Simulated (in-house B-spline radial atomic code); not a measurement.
# Ti⁵⁺: a fraction of an electron removed from 3p

How does the PBE0 energy of Ti⁵⁺ change when part of an electron is removed from 3p?

The numbers are computed with in-house B-spline radial atomic code version 1 (non-relativistic PBE0, spin-polarised, spherical fractional occupations, point nucleus, basis-set limit), except any that are marked as measured or tabulated.

## 1. The system

* element: titanium (Z = 22)
* charge: +5
* electrons: 17
* configuration: [Ne] 3s2 3p5
* Hamiltonian: non-relativistic
* nucleus: point

The outer shells:

[Ne] 3s2 3p5
```
[Ne] core
3s [↑↓]
3p [↑↓][↑↓][↑ ]
```

Where spins are not typed, each open shell is filled with up spins first.

## 2. The start, at fraction 0

Input settings:

```ini
Z = 22
electrons = 17.0
configuration = [Ne] 3s2 3p5
hamiltonian = nr
method = pbe0
spin_polarised = True
```

Results of the run (chosen fields of its result record, rounded):

```text
{
  "status": "converged",
  "scf [iteration, energy, orbital gradient]": [
    [1, -837.754301709, 0.405],
    [2, -841.662292424, 0.158],
    [3, -842.010755534, 0.0509],
    [4, -842.054999894, 0.0186],
    [5, -842.060648112, 0.00627],
    [6, -842.06122833, 0.000207],
    [7, -842.061228886, 1.58e-05],
    [8, -842.061228887, 1.15e-06],
    [9, -842.061228887, 2.51e-08]
  ],
  "energy [hartree]": {"total": -842.061228887, "kinetic": 841.420114723, "nuclear": -1945.29681899, "coulomb": 301.214952333, "exact_exchange": -9.66115071362, "xc": -29.7383262428},
  "orbitals [hartree, bohr; first row names the columns]": [
    ["name", "occ", "eps", "<r>", "<r^2>", "<1/r>", "r_max", "density_at_nucleus", "spin_orbit_zeta"],
    ["1s up", 1.0, -182.1472, 0.070163, 0.0066066, 21.528, 0.046139, 3248.5, "-"],
    ["1s down", 1.0, -182.12785, 0.070157, 0.0066054, 21.529, 0.046137, 3248.9, "-"],
    ["2s up", 1.0, -23.013116, 0.3265, 0.12592, 4.5075, 0.27083, 281.66, "-"],
    ["2s down", 1.0, -22.997772, 0.32639, 0.12579, 4.5075, 0.2709, 281.55, "-"],
    ["2p up", 3.0, -19.701978, 0.28999, 0.10354, 4.4375, 0.2204, "-", 0.13795],
    ["2p down", 3.0, -19.676516, 0.29008, 0.10358, 4.4356, 0.22056, "-", 0.13777],
    ["3s up", 1.0, -5.1383738, 0.95863, 1.0494, 1.4621, 0.85296, 42.572, "-"],
    ["3s down", 1.0, -5.0395962, 0.96167, 1.0567, 1.4571, 0.85375, 42.241, "-"],
    ["3p up", 3.0, -4.1897304, 0.99565, 1.1478, 1.366, 0.86865, "-", 0.018447],
    ["3p down", 2.0, -4.0534414, 1.0026, 1.1652, 1.3571, 0.87142, "-", 0.018201]
  ],
  "sum_r [bohr^k]": {"-1": 88.42258, "1": 9.445766, "2": 8.766241},
  "density_at_nucleus [bohr^-3]": 7145.456,
  "spin_density_at_nucleus [bohr^-3]": 0.015731,
  "mass_velocity [hartree]": -17.42496,
  "darwin [hartree]": 13.14932
}
```

It took 0.19 s on 1 thread, shared host.

## 3. 0.02 electron removed from 3p

Input settings:

```ini
Z = 22
electrons = 16.98
configuration = [Ne] 3s2 3p4.98
hamiltonian = nr
method = pbe0
spin_polarised = True
```

From the record:

```text
{
  "status": "converged",
  "iterations": 9,
  "energy [hartree]": {"total": -841.980024743, "kinetic": 841.339766149, "nuclear": -1944.83655037, "coulomb": 300.899415229, "exact_exchange": -9.65668352273, "xc": -29.7259722319},
  "orbitals [hartree, bohr; first row names the columns]": [
    ["name", "occ", "eps", "<r>"],
    ["1s up", 1.0, -182.16837, 0.070163],
    ["1s down", 1.0, -182.14862, 0.070157],
    ["2s up", 1.0, -23.032896, 0.32649],
    ["2s down", 1.0, -23.017225, 0.32638],
    ["2p up", 3.0, -19.722015, 0.28998],
    ["2p down", 3.0, -19.696014, 0.29007],
    ["3s up", 1.0, -5.1550706, 0.95821],
    ["3s down", 1.0, -5.054182, 0.9613],
    ["3p up", 3.0, -4.2061506, 0.99502],
    ["3p down", 1.98, -4.0669743, 1.002]
  ],
  "sum_r [bohr^k]": {"-1": 88.40166, "1": 9.421953, "2": 8.733966},
  "energy_minus_base [hartree]": 0.0812041441
}
```

It took 0.08 s on 1 thread, shared host.

energy_minus_base is the energy less that of the reference run.

## 4. 0.13 electron removed from 3p

Input settings:

```ini
Z = 22
electrons = 16.87
configuration = [Ne] 3s2 3p4.87
hamiltonian = nr
method = pbe0
spin_polarised = True
```

From the record:

```text
{
  "status": "converged",
  "iterations": 9,
  "energy [hartree]": {"total": -841.528558348, "kinetic": 840.893034763, "nuclear": -1942.29474914, "coulomb": 299.163897832, "exact_exchange": -9.63264645607, "xc": -29.6580953426},
  "orbitals [hartree, bohr; first row names the columns]": [
    ["name", "occ", "eps", "<r>"],
    ["1s up", 1.0, -182.28532, 0.070163],
    ["1s down", 1.0, -182.2633, 0.070156],
    ["2s up", 1.0, -23.142067, 0.32645],
    ["2s down", 1.0, -23.124587, 0.32633],
    ["2p up", 3.0, -19.832612, 0.28993],
    ["2p down", 3.0, -19.803628, 0.29002],
    ["3s up", 1.0, -5.2471507, 0.95589],
    ["3s down", 1.0, -5.1345427, 0.95928],
    ["3p up", 3.0, -4.2967266, 0.99158],
    ["3p down", 1.87, -4.1415444, 0.99925]
  ],
  "sum_r [bohr^k]": {"-1": 88.28612, "1": 9.291456, "2": 8.557757},
  "energy_minus_base [hartree]": 0.532670539
}
```

Run time: 0.08 s. Hardware: 1 thread, shared host.

## 5. 0.27 electron removed from 3p

Input settings:

```ini
Z = 22
electrons = 16.73
configuration = [Ne] 3s2 3p4.73
hamiltonian = nr
method = pbe0
spin_polarised = True
```

From the record:

```text
{
  "status": "converged",
  "iterations": 9,
  "energy [hartree]": {"total": -840.942079885, "kinetic": 840.31265602, "nuclear": -1939.03453472, "coulomb": 296.955073492, "exact_exchange": -9.603369053, "xc": -29.5719056213},
  "orbitals [hartree, bohr; first row names the columns]": [
    ["name", "occ", "eps", "<r>"],
    ["1s up", 1.0, -182.43531, 0.070163],
    ["1s down", 1.0, -182.41038, 0.070155],
    ["2s up", 1.0, -23.281952, 0.32641],
    ["2s down", 1.0, -23.262132, 0.32626],
    ["2p up", 3.0, -19.974346, 0.28986],
    ["2p down", 3.0, -19.941511, 0.28997],
    ["3s up", 1.0, -5.3649467, 0.95295],
    ["3s down", 1.0, -5.2371472, 0.95672],
    ["3p up", 3.0, -4.4126501, 0.98726],
    ["3p down", 1.73, -4.2367789, 0.99572]
  ],
  "sum_r [bohr^k]": {"-1": 88.13793, "1": 9.126525, "2": 8.336631},
  "energy_minus_base [hartree]": 1.119149
}
```

Run time: 0.08 s. Hardware: 1 thread, shared host.

## 6. 0.47 electron removed from 3p

Input settings:

```ini
Z = 22
electrons = 16.53
configuration = [Ne] 3s2 3p4.53
hamiltonian = nr
method = pbe0
spin_polarised = True
```

From the record:

```text
{
  "status": "converged",
  "iterations": 9,
  "energy [hartree]": {"total": -840.081071095, "kinetic": 839.46050871, "nuclear": -1934.32837443, "coulomb": 293.800189207, "exact_exchange": -9.56413794622, "xc": -29.4492566386},
  "orbitals [hartree, bohr; first row names the columns]": [
    ["name", "occ", "eps", "<r>"],
    ["1s up", 1.0, -182.65182, 0.070162],
    ["1s down", 1.0, -182.62264, 0.070153],
    ["2s up", 1.0, -23.483601, 0.32633],
    ["2s down", 1.0, -23.460362, 0.32617],
    ["2p up", 3.0, -20.178701, 0.28976],
    ["2p down", 3.0, -20.140258, 0.28988],
    ["3s up", 1.0, -5.5343879, 0.9488],
    ["3s down", 1.0, -5.3843155, 0.95308],
    ["3p up", 3.0, -4.5794975, 0.98122],
    ["3p down", 1.53, -4.3734204, 0.99074]
  ],
  "sum_r [bohr^k]": {"-1": 87.92402, "1": 8.893107, "2": 8.026653},
  "energy_minus_base [hartree]": 1.98015779
}
```

It took 0.08 s on 1 thread, shared host.

## 7. 0.5 electron removed from 3p

Input settings:

```ini
Z = 22
electrons = 16.5
configuration = [Ne] 3s2 3p4.5
hamiltonian = nr
method = pbe0
spin_polarised = True
```

From the record:

```text
{
  "status": "converged",
  "iterations": 9,
  "energy [hartree]": {"total": -839.949560233, "kinetic": 839.3303425, "nuclear": -1933.61752765, "coulomb": 293.327060577, "exact_exchange": -9.55851965993, "xc": -29.4309160033},
  "orbitals [hartree, bohr; first row names the columns]": [
    ["name", "occ", "eps", "<r>"],
    ["1s up", 1.0, -182.68452, 0.070162],
    ["1s down", 1.0, -182.65469, 0.070153],
    ["2s up", 1.0, -23.514031, 0.32632],
    ["2s down", 1.0, -23.490272, 0.32615],
    ["2p up", 3.0, -20.209543, 0.28975],
    ["2p down", 3.0, -20.170249, 0.28987],
    ["3s up", 1.0, -5.559921, 0.94818],
    ["3s down", 1.0, -5.4064466, 0.95254],
    ["3p up", 3.0, -4.6046498, 0.98032],
    ["3p down", 1.5, -4.3939728, 0.99]
  ],
  "sum_r [bohr^k]": {"-1": 87.89171, "1": 8.858313, "2": 7.980742},
  "energy_minus_base [hartree]": 2.11166865
}
```

It took 0.08 s on 1 thread, shared host.

## 8. 0.57 electron removed from 3p

Input settings:

```ini
Z = 22
electrons = 16.43
configuration = [Ne] 3s2 3p4.43
hamiltonian = nr
method = pbe0
spin_polarised = True
```

From the record:

```text
{
  "status": "converged",
  "iterations": 9,
  "energy [hartree]": {"total": -839.640302242, "kinetic": 839.024238084, "nuclear": -1931.95390766, "coulomb": 292.223236192, "exact_exchange": -9.54568317643, "xc": -29.3881856803},
  "orbitals [hartree, bohr; first row names the columns]": [
    ["name", "occ", "eps", "<r>"],
    ["1s up", 1.0, -182.76105, 0.070162],
    ["1s down", 1.0, -182.72971, 0.070152],
    ["2s up", 1.0, -23.585219, 0.3263],
    ["2s down", 1.0, -23.560237, 0.32612],
    ["2p up", 3.0, -20.281701, 0.28971],
    ["2p down", 3.0, -20.240407, 0.28984],
    ["3s up", 1.0, -5.6196161, 0.94674],
    ["3s down", 1.0, -5.4581392, 0.95128],
    ["3p up", 3.0, -4.6634645, 0.97824],
    ["3p down", 1.43, -4.4419821, 0.98827]
  ],
  "sum_r [bohr^k]": {"-1": 87.81609, "1": 8.777346, "2": 7.874199},
  "energy_minus_base [hartree]": 2.42092665
}
```

Wall time 0.08 s (1 thread, shared host).

## 9. 0.73 electron removed from 3p

Input settings:

```ini
Z = 22
electrons = 16.27
configuration = [Ne] 3s2 3p4.27
hamiltonian = nr
method = pbe0
spin_polarised = True
```

From the record:

```text
{
  "status": "converged",
  "iterations": 9,
  "energy [hartree]": {"total": -838.920789769, "kinetic": 838.312020141, "nuclear": -1928.12525661, "coulomb": 289.701124313, "exact_exchange": -9.51778889965, "xc": -29.2908887168},
  "orbitals [hartree, bohr; first row names the columns]": [
    ["name", "occ", "eps", "<r>"],
    ["1s up", 1.0, -182.93717, 0.070162],
    ["1s down", 1.0, -182.90234, 0.070151],
    ["2s up", 1.0, -23.748904, 0.32624],
    ["2s down", 1.0, -23.72108, 0.32604],
    ["2p up", 3.0, -20.447638, 0.28963],
    ["2p down", 3.0, -20.401709, 0.28977],
    ["3s up", 1.0, -5.756678, 0.94347],
    ["3s down", 1.0, -5.5765563, 0.9484],
    ["3p up", 3.0, -4.7985582, 0.97354],
    ["3p down", 1.27, -4.5519831, 0.98437]
  ],
  "sum_r [bohr^k]": {"-1": 87.64206, "1": 8.593416, "2": 7.633681},
  "energy_minus_base [hartree]": 3.14043912
}
```

It took 0.08 s on 1 thread, shared host.

## 10. 0.77 electron removed from 3p

Input settings:

```ini
Z = 22
electrons = 16.23
configuration = [Ne] 3s2 3p4.23
hamiltonian = nr
method = pbe0
spin_polarised = True
```

From the record:

```text
{
  "status": "converged",
  "iterations": 9,
  "energy [hartree]": {"total": -838.738159434, "kinetic": 838.131232679, "nuclear": -1927.16243923, "coulomb": 289.070832711, "exact_exchange": -9.51113239932, "xc": -29.2666531901},
  "orbitals [hartree, bohr; first row names the columns]": [
    ["name", "occ", "eps", "<r>"],
    ["1s up", 1.0, -182.98146, 0.070162],
    ["1s down", 1.0, -182.94574, 0.070151],
    ["2s up", 1.0, -23.790034, 0.32622],
    ["2s down", 1.0, -23.761491, 0.32602],
    ["2p up", 3.0, -20.489339, 0.28961],
    ["2p down", 3.0, -20.442238, 0.28975],
    ["3s up", 1.0, -5.7910766, 0.94266],
    ["3s down", 1.0, -5.6062136, 0.94768],
    ["3p up", 3.0, -4.8324742, 0.97238],
    ["3p down", 1.23, -4.5795371, 0.9834]
  ],
  "sum_r [bohr^k]": {"-1": 87.59829, "1": 8.547677, "2": 7.574194},
  "energy_minus_base [hartree]": 3.32306945
}
```

Run time: 0.08 s. Hardware: 1 thread, shared host.

## 11. 0.93 electron removed from 3p

Input settings:

```ini
Z = 22
electrons = 16.07
configuration = [Ne] 3s2 3p4.07
hamiltonian = nr
method = pbe0
spin_polarised = True
```

From the record:

```text
{
  "status": "converged",
  "iterations": 9,
  "energy [hartree]": {"total": -837.996604737, "kinetic": 837.397129137, "nuclear": -1923.28864518, "coulomb": 286.550809587, "exact_exchange": -9.48578883657, "xc": -29.1701094392},
  "orbitals [hartree, bohr; first row names the columns]": [
    ["name", "occ", "eps", "<r>"],
    ["1s up", 1.0, -183.15965, 0.070161],
    ["1s down", 1.0, -183.12036, 0.070149],
    ["2s up", 1.0, -23.95539, 0.32616],
    ["2s down", 1.0, -23.923922, 0.32593],
    ["2p up", 3.0, -20.65701, 0.28952],
    ["2p down", 3.0, -20.605164, 0.28968],
    ["3s up", 1.0, -5.9291986, 0.93943],
    ["3s down", 1.0, -5.7250327, 0.94483],
    ["3p up", 3.0, -4.968704, 0.96777],
    ["3p down", 1.07, -4.689946, 0.97954]
  ],
  "sum_r [bohr^k]": {"-1": 87.42221, "1": 8.365683, "2": 7.338757},
  "energy_minus_base [hartree]": 4.06462415
}
```

Run time: 0.08 s. Hardware: 1 thread, shared host.

## 12. 1 electron removed from 3p

Input settings:

```ini
Z = 22
electrons = 16.0
configuration = [Ne] 3s2 3p4
hamiltonian = nr
method = pbe0
spin_polarised = True
```

From the record:

```text
{
  "status": "converged",
  "iterations": 9,
  "energy [hartree]": {"total": -837.666615081, "kinetic": 837.070440552, "nuclear": -1921.58256355, "coulomb": 285.448948716, "exact_exchange": -9.47535158259, "xc": -29.1280892204},
  "orbitals [hartree, bohr; first row names the columns]": [
    ["name", "occ", "eps", "<r>"],
    ["1s up", 1.0, -183.23812, 0.070161],
    ["1s down", 1.0, -183.19725, 0.070149],
    ["2s up", 1.0, -24.028151, 0.32613],
    ["2s down", 1.0, -23.995382, 0.3259],
    ["2p up", 3.0, -20.7308, 0.28948],
    ["2p down", 3.0, -20.676848, 0.28964],
    ["3s up", 1.0, -5.9898906, 0.93802],
    ["3s down", 1.0, -5.7771024, 0.94358],
    ["3p up", 3.0, -5.0285874, 0.96578],
    ["3p down", 1.0, -4.7383381, 0.97787]
  ],
  "sum_r [bohr^k]": {"-1": 87.34466, "1": 8.286536, "2": 7.236995},
  "energy_minus_base [hartree]": 4.39461381
}
```

Wall time 0.08 s (1 thread, shared host).

## 13. The energy along the path

| fraction | energy change (eV) | less the straight line (eV) | level 3p down (eV) | sum of <r²> (bohr²) |
| --- | --- | --- | --- | --- |
| 0 | 0.0000 | 0.0000 | -110.30 | 8.7662 |
| 0.02 | 2.2097 | -0.1820 | -110.67 | 8.7340 |
| 0.13 | 14.4947 | -1.0512 | -112.70 | 8.5578 |
| 0.27 | 30.4536 | -1.8340 | -115.29 | 8.3366 |
| 0.47 | 53.8828 | -2.3214 | -119.01 | 8.0267 |
| 0.5 | 57.4614 | -2.3303 | -119.57 | 7.9807 |
| 0.57 | 65.8768 | -2.2858 | -120.87 | 7.8742 |
| 0.73 | 85.4557 | -1.8403 | -123.87 | 7.6337 |
| 0.77 | 90.4253 | -1.6540 | -124.62 | 7.5742 |
| 0.93 | 110.6041 | -0.6086 | -127.62 | 7.3388 |
| 1 | 119.5835 | 0.0000 | -128.94 | 7.2370 |

**Reading.** From fraction 0 to 1 the energy changes by 119.584 eV. It sags under the straight line by up to 2.33 eV (at 0.5); exact theory is straight between whole electron numbers, so this convex bend is an error (delocalisation) that favours fractional charges. Slater's transition state, the slope from the orbital energy at fraction 0.5 (Janak's theorem), gives 119.566 eV for the whole step. The tabulated ionisation energy is 119.533 ± 0.025 eV (semi-empirical; NIST Atomic Spectra Database), so the whole step is off by +0.05 eV, and minus the highest level at fraction 0 (110.30 eV) by -9.23 eV. Open shells are averaged (over orientations, and over spins where the run is restricted), while tables refer to the lowest levels. Here exact exchange is taken at spherical fractional occupations, which leaves self-interaction in open p, d and f shells; that spoils the energies somewhat, at whole numbers too.
